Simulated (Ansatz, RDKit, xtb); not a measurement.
# CH7SiSn: a search for the lowest isomer

Only the formula CH7SiSn is given (odd number of electrons). Aim: find the structure of lowest free energy at 298.15 K, then its properties.

Plan: many cheap relaxations first (GFN2-xTB), then density-functional screening, relaxation at PBE0-D3(BJ)/def2-SVP, vibrations and a final energy. The numbers are computed, not measured.

5 further runs of the same task are left out: 5 set aside as unsound or not needed.

## Step 1: Drawing up candidates

All bonding patterns within simple valence rules are listed by program: one Lewis structure each, at most two rings and one unusual centre or charged pair. O–O, O–halogen and N–halogen bonds and N–N–N chains are not drawn. That gives 9 candidates.

| label | SMILES | spin |
| --- | --- | --- |
| c253 | [CH2][SiH2][SnH3] | doublet |
| c292 | C[SiH2][SnH2] | doublet |
| c299 | [CH3][SnH][SiH3] | doublet |
| c461 | [SiH2][CH2][SnH3] | doublet |
| c469 | C[SiH][SnH3] | doublet |
| c577 | [SiH3][CH2][SnH2] | doublet |
| c611 | [CH3][SnH2][SiH2] | doublet |
| c651 | [SiH3][CH][SnH3] | doublet |
| c973 | [CH2][SnH2][SiH3] | doublet |

Candidates are built by distance geometry, with a force field where one applies, in up to four conformers (letters a to d). 6 starts with atoms placed at random are added, to find patterns that the rules miss.

Q: Predict the outcome of this search (final energies at CCSD(T)/def2-SVP + MP2/def2-TZVPP - MP2/def2-SVP).

| quantity | value |
| --- | --- |
| lowest structure found | C[SiH2][SnH2], doublet, Cs |
| next finalist | [CH3][SnH][SiH3], doublet, 2.7 kcal/mol higher in G |
| share at equilibrium, among the finalists | 99.0 % |
| harmonic wavenumbers, lowest and highest (PBE0-D3(BJ)/def2-SVP) | 69 and 3176 cm⁻¹ |
| rotational constants, same geometry | 0.4277, 0.05551, 0.05167 cm⁻¹ |
| dipole moment (PBE0/def2-TZVPD) | 1.07 D |
| HOMO energy (highest over α and β) (PBE0/def2-TZVPD) | -5.80 eV |
| LUMO energy (lowest over α and β) (PBE0/def2-TZVPD) | -2.93 eV |
| vertical ionisation energy (to the singlet cation) | 7.70 eV |
| vertical electron affinity | 1.31 eV |
| vertical quartet less doublet | +5.59 eV |

The lowest structure found is `C[SiH2][SnH2]`. The margin, 2.7 kcal/mol, is modest. GFN2-xTB, r2SCAN-D4/def2-SVP, PBE0-D3(BJ)/def2-SVP, HF/def2-SVP and MP2/def2-SVP already put its bonding pattern lowest among the structures in one piece; HF/STO-3G favours the doublet C[SiH][SnH3] (c469a, not a finalist). Spin-orbit coupling, which matters for elements this heavy, is left out. The search is not exhaustive (a finite list of starts, one conformer a finalist), so a lower isomer can't be ruled out. Patterns outside the rules of the enumeration were met only by chance.
